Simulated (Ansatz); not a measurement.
**Ca4AlO: from a guess to a relaxed structure**

Aim: relax a trial structure of Ca4AlO and see where it ends.

Method: DFT PBE, scalar-relativistic, plane waves, PAW, in Ansatz 0.2.0.

### Step 1. The system as given

Symmetry: F-43m, No. 216, cubic system. Conventional cell: a = 7.934 Å, b = 7.934 Å, c = 7.934 Å, α = 90.00°, β = 90.00°, γ = 90.00°. Ca (site symmetry 3m) has 6 Ca at 2.61 to 3.00 Å and 3 Al at 3.27 Å and 3 O at 3.31 Å in its first shell of neighbours. Around Al (site symmetry -43m) lie 12 Ca at 3.27 Å and 4 O at 3.44 Å. O (site symmetry -43m) has 12 Ca at 3.31 Å and 4 Al at 3.44 Å in its first shell of neighbours.

Structure file:

```
Ca Al O
1.0
     0.00000    3.96680    3.96680
     3.96680    0.00000    3.96680
     3.96680    3.96680    0.00000
Ca Al O
4 1 1
Direct
  0.63386 0.63386 0.63386
  0.63386 0.63386 0.09843
  0.63386 0.09843 0.63386
  0.09843 0.63386 0.63386
  0.00000 0.00000 0.00000
  0.25000 0.25000 0.25000
```

Recipe of the guess: random cell by space group and Wyckoff sites (F-43m, No. 216). Its size is a rough estimate.

### Step 2. Probe: one point on a coarse mesh

input.yaml reads:

```yaml
crystal:
  lattice:
    - [0.0, 3.9668003, 3.9668003]
    - [3.9668003, 0.0, 3.9668003]
    - [3.9668003, 3.9668003, 0.0]
  atoms:
    - { symbol: Ca, position: [0.63385707, 0.63385707, 0.63385707] }
    - { symbol: Ca, position: [0.63385707, 0.63385707, 0.09842878] }
    - { symbol: Ca, position: [0.63385707, 0.09842878, 0.63385707] }
    - { symbol: Ca, position: [0.09842878, 0.63385707, 0.63385707] }
    - { symbol: Al, position: [0.0, 0.0, 0.0] }
    - { symbol: O, position: [0.25, 0.25, 0.25] }
basis:
  ecutwfc: 420
kpoints:
  mp_grid: { grid: [4, 4, 4] }
hamiltonian:
  xc: pbe
scf:
  occupations: { method: gaussian, width: 0.1 }
  lower_state_search: "off"
output:
  forces: true
  stress: true
  eigenvalues: true
```

The run is started by

```console
$ ansatz run input.yaml --threads 1 --pin off --max-ram 2560MiB --backend cpu --events-out ev --progress --plain --runs-dir out
```

The session goes on with these runs: spin check on a coarse mesh; coarse relaxation; relaxation on the finer mesh.

What does the calculation give? Wanted: conventional cell; volume; energy over the elements; gap on the mesh.

**Answer**, as computed:

| quantity | value |
| --- | --- |
| symmetry at the end (tolerance 0.05 Å) | space group F-43m (No. 216) |
| conventional cell | a = 9.085 Å, b = 9.085 Å, c = 9.085 Å, α = 90.00°, β = 90.00°, γ = 90.00° |
| volume | 31.24 Å³/atom |
| energy over the elements (uncorrected; H, N, O, F and Cl as molecules) | +0.57 eV/atom |
| gap on the mesh | none (metal) |

What this shows: The space group F-43m (No. 216) is kept, and the volume per atom grows by 50.1 % from the first guess. The formation energy is positive, so the separate elements lie lower. No finished test with a distortion of lower symmetry is shown, so the end may be a saddle point. Some metallic runs here have no spin polarisation while others do; where cell and settings agree, the difference is what magnetism gains. Other magnetic orders were not searched.
